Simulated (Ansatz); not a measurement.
This script drives the Python package of Ansatz (0.2.0).

The script reads `bgeh6op.xyz`:
```text
10

P     2.15070   -0.02180   -0.70070
B     0.44620   -0.91130   -0.52000
O    -0.75130   -0.33560   -1.12960
Ge   -1.54870    0.59360    0.17880
H     1.85090    0.97420    0.31290
H     2.82870   -0.92330    0.21480
H     0.39470   -1.98110   -0.02030
H    -2.89210    1.16110   -0.34580
H    -0.64480    1.77450    0.61820
H    -1.83430   -0.33020    1.39180
```

`bgeh6op.py`
```python
# -*- coding: utf-8 -*-
"""One geometry of BGeH6OP, method by method."""

import argparse

import ansatz as az

parser = argparse.ArgumentParser(description="One geometry of BGeH6OP, method by method.")
parser.add_argument("--basis-set", required=True, help="Gaussian basis set")
args = parser.parse_args()


def main():
    bgeh6op = az.Crystal.molecule_from_extxyz("bgeh6op.xyz")

    base = bgeh6op.calculation().basis(gaussian=args.basis_set)

    methods = ["mp2", "ccsd", "ccsd_t"]
    reports = [base.correlation(m).run().report for m in methods]
    print(f"Hartree-Fock reference {reports[0]['reference_energy_ev'] / 27.211386246:.6f} Ha")
    best = reports[-1]["free_energy_ev"] - reports[-1]["reference_energy_ev"]
    for method, each in zip(methods, reports):
        gained = each["free_energy_ev"] - each["reference_energy_ev"]
        print(f"{method:8s} total {each['free_energy_ev'] / 27.211386246:.6f} Ha  correlation {gained:9.4f} eV  ({100 * gained / best:.1f} % of the last)")


if __name__ == "__main__":
    main()
```

It is started by `python bgeh6op.py --basis-set def2-SVP`. How long does it take on 1 thread of Arm Neoverse V1 (shared host), and how much memory does it need?

It took about 44 s, with a peak of 0.53 GiB, for 3 runs of the engine.

```console
$ python bgeh6op.py --basis-set def2-SVP
Hartree-Fock reference -2518.715169 Ha
mp2      total -2519.344760 Ha  correlation  -17.1320 eV  (90.9 % of the last)
ccsd     total -2519.387767 Ha  correlation  -18.3023 eV  (97.1 % of the last)
ccsd_t   total -2519.407720 Ha  correlation  -18.8453 eV  (100.0 % of the last)
```

Reading the output:
- Total energies depend on the basis set; only differences at equal settings carry meaning.
- The geometry is a force-field or estimated start, not a minimum of this method, and the basis set is short of its limit. A lower total doesn't mark the better method: functionals have no common bound, and MP2 and coupled cluster aren't variational.
- Inner cores stay frozen; a filled d shell under the valence of the heavier atoms is correlated with it.
